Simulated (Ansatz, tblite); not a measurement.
# Al5As4 zinc blende off sphere (Al5As4H16−): a ladder of methods and basis sets

How do method and basis change the picture of Al5As4 zinc blende off sphere (Al5As4H16−) (singlet)?

Computed with Ansatz 0.2.0, Gaussian basis. Level: as each input shows.

Levels to be run: GFN1-xTB, GFN2-xTB, PBE-D4/def2-TZVP, r2SCAN-D4/def2-TZVP, B97M-V/def2-TZVP, ωB97M-V/def2-TZVP, CAM-B3LYP-D4/def2-TZVP, PBE-D4/def2-SVP, PBE0-D4/def2-SVP, HF/STO-3G, CCSD(T)/def2-SVP, MP2/def2-TZVP, RPA/def2-TZVP.

**1. The geometry**

The geometry is that of the singlet, from an earlier relaxation (PBE-D4/def2-SVP).

25 atoms, charge -1, spin multiplicity 1.

Bond lengths: Al1–As6 2.497 Å, Al1–As7 2.541 Å, Al1–H10 1.614 Å, Al1–H11 1.612 Å, Al2–As6 2.497 Å, Al2–As8 2.541 Å, Al2–H12 1.613 Å, Al2–H13 1.612 Å, Al3–As6 2.523 Å, Al3–As9 2.523 Å, Al3–H14 1.613 Å, Al3–H15 1.613 Å, Al4–As7 2.541 Å, Al4–As9 2.497 Å, Al4–H16 1.611 Å, Al4–H17 1.613 Å, Al5–As8 2.541 Å, Al5–As9 2.497 Å and more. Angles: As6–Al1–As7 98.1°, As6–Al1–H10 113.0°, As6–Al1–H11 112.0°, As7–Al1–H10 107.7°, As7–Al1–H11 104.3°, H10–Al1–H11 119.0°, As6–Al2–As8 98.3°, As6–Al2–H12 113.1°, As6–Al2–H13 112.0°, As8–Al2–H12 107.7°, As8–Al2–H13 104.1°, H12–Al2–H13 119.0°, As6–Al3–As9 99.6°, As6–Al3–H14 109.1°, As6–Al3–H15 109.1°, As9–Al3–H14 109.3°, As9–Al3–H15 109.2°, H14–Al3–H15 118.8° and more.

The ion is computed in the gas phase, without counter-ions or solvent.

PBE0-D4/def2-TZVP was run before; its log isn't repeated, and its numbers join the tables.

**2. GFN1-xTB**

Tight binding, by tblite at 300 K electronic temperature and without a spin-polarisation term:

```python
tblite.interface.Calculator('GFN1-xTB', numbers, positions, charge=-1, uhf=0).singlepoint()
```

Energy -678.2327 eV, HOMO -7.20 eV, LUMO -2.90 eV; 0.056 s.

**3. GFN2-xTB**

Tight binding, by tblite at 300 K electronic temperature and without a spin-polarisation term:

```python
tblite.interface.Calculator('GFN2-xTB', numbers, positions, charge=-1, uhf=0).singlepoint()
```

Energy -634.0908 eV, HOMO -6.52 eV, LUMO -3.56 eV; 0.049 s.

**4. PBE-D4/def2-TZVP**

start.molden holds the orbitals of an earlier run on this state, given as this run's starting guess.

File in.yaml:

```yaml
crystal:
  periodic: [false, false, false]
  atoms:
    - {symbol: Al, position_ang: [0.229802, -3.094670, -0.138707]}
    - {symbol: Al, position_ang: [0.230440, -0.140248, -3.091179]}
    - {symbol: Al, position_ang: [-2.709708, 0.005159, 0.011119]}
    - {symbol: Al, position_ang: [0.250025, 0.136833, 3.093079]}
    - {symbol: Al, position_ang: [0.244547, 3.094063, 0.138362]}
    - {symbol: As, position_ang: [-1.090075, -1.360675, -1.358301]}
    - {symbol: As, position_ang: [1.344583, -1.569436, 1.560563]}
    - {symbol: As, position_ang: [1.340880, 1.568176, -1.572905]}
    - {symbol: As, position_ang: [-1.071988, 1.363803, 1.366149]}
    - {symbol: H, position_ang: [1.392414, -3.753593, -1.042894]}
    - {symbol: H, position_ang: [-0.710634, -4.058092, 0.747240]}
    - {symbol: H, position_ang: [1.394829, -1.041976, -3.749931]}
    - {symbol: H, position_ang: [-0.711419, 0.744253, -4.054952]}
    - {symbol: H, position_ang: [-3.528742, -0.976587, 0.994850]}
    - {symbol: H, position_ang: [-3.532365, 0.987954, -0.968623]}
    - {symbol: H, position_ang: [-0.686066, -0.740437, 4.068225]}
    - {symbol: H, position_ang: [1.425969, 1.034578, 3.736926]}
    - {symbol: H, position_ang: [-0.695788, 4.066975, -0.737461]}
    - {symbol: H, position_ang: [1.420797, 3.740588, 1.033665]}
    - {symbol: H, position_ang: [-2.008923, -2.228106, -2.224558]}
    - {symbol: H, position_ang: [2.240549, -2.449040, 2.435482]}
    - {symbol: H, position_ang: [2.490218, -0.860719, 0.838390]}
    - {symbol: H, position_ang: [2.229386, 2.447126, -2.456037]}
    - {symbol: H, position_ang: [2.492203, 0.850667, -0.868887]}
    - {symbol: H, position_ang: [-1.980932, 2.233404, 2.240374]}
basis:
  gaussian: {orbitals: def2-TZVP, fitting: {mean_field: def2-universal-jkfit}, initial_orbitals: start.molden}
total_charge: -1
hamiltonian: {xc: pbe, dispersion: d4}
scf: {omitted_lower_state_checks: [starts]}
output: {orbitals: {seedname: orbitals}}
```

Command:

```console
$ ansatz run in.yaml --threads 2 --pin off --events-out ev --progress --plain --max-ram 20480MiB --backend cuda --devices 0, --max-vram 18GiB
```

After this run come: r2SCAN-D4/def2-TZVP; B97M-V/def2-TZVP; ωB97M-V/def2-TZVP; CAM-B3LYP-D4/def2-TZVP; PBE-D4/def2-SVP; PBE0-D4/def2-SVP; HF/STO-3G; CCSD(T)/def2-SVP; MP2/def2-TZVP; RPA/def2-TZVP.

Q: Predict the results of all the runs planned. Wanted: gap in def2-TZVP, named functionals, smallest and largest; correlation energy, CCSD(T)/def2-SVP; correlation energy, MP2/def2-TZVP; PBE0 total energy, smallest basis above largest.

As calculated:

| quantity | value |
| --- | --- |
| gap in def2-TZVP, named functionals, smallest and largest | 4.11 eV (PBE-D4), 9.53 eV (ωB97M-V) |
| correlation energy, CCSD(T)/def2-SVP | -40.50 eV |
| correlation energy, MP2/def2-TZVP | -41.48 eV |
| PBE0 total energy, smallest basis above largest | 41.52 eV (def2-SVP, def2-TZVP) |

In words: Orbital gaps of the named functionals in def2-TZVP span 4.11 eV (PBE-D4) to 9.53 eV (ωB97M-V); exact exchange widens it.
